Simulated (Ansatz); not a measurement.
# Y2Os: the cost of one run

Computed with Ansatz 0.2.0 (DFT PBE, scalar-relativistic, plane waves, PAW, unless a step's input says otherwise).

### Step 1. The structure to begin with

It takes space group Fm-3m (No. 225, cubic). The conventional cell has a = 6.224 Å, b = 6.224 Å, c = 6.224 Å, α = 90.00°, β = 90.00°, γ = 90.00°. Y (site symmetry -43m) is surrounded by 4 Os at 2.70 Å. Os (site symmetry m-3m) is surrounded by 8 Y at 2.70 Å.

As a file:

```
CELL_PARAMETERS angstrom
0.00000 3.11197 3.11197
3.11197 0.00000 3.11197
3.11197 3.11197 0.00000
ATOMIC_POSITIONS crystal
Y 0.25000 0.25000 0.25000
Y 0.75000 0.75000 0.75000
Os 0.00000 0.00000 0.00000
```

A structure generator made this guess: species swapped into a database cell of Si2Ni (Fm-3m, No. 225), with Y on the Si sites and Os on the Ni sites. The dimensions are guesses.

### Step 2. A first look at the guess

input.yaml

```yaml
crystal:
  lattice:
    - [0.0, 3.11196647, 3.11196647]
    - [3.11196647, 0.0, 3.11196647]
    - [3.11196647, 3.11196647, 0.0]
  atoms:
    - { symbol: "Y", position: [0.25, 0.25, 0.25] }
    - { symbol: "Y", position: [0.75, 0.75, 0.75] }
    - { symbol: Os, position: [0.0, 0.0, 0.0] }
basis:
  ecutwfc: 420
kpoints:
  mp_grid: { grid: [6, 6, 6] }
hamiltonian:
  xc: pbe
scf:
  occupations: { method: gaussian, width: 0.1 }
  lower_state_search: "off"
output:
  forces: true
  stress: true
  eigenvalues: true
```

The run is started by

```bash
> ansatz run input.yaml --threads 1 --pin off --max-ram 2048MiB --backend cpu --events-out ev --progress --plain --runs-dir out
```

**Question.** How long does this run take on 1 thread of Arm Neoverse N1, shared host, and how much memory does it need?

About 2.6 s, with a peak of 0.31 GiB.
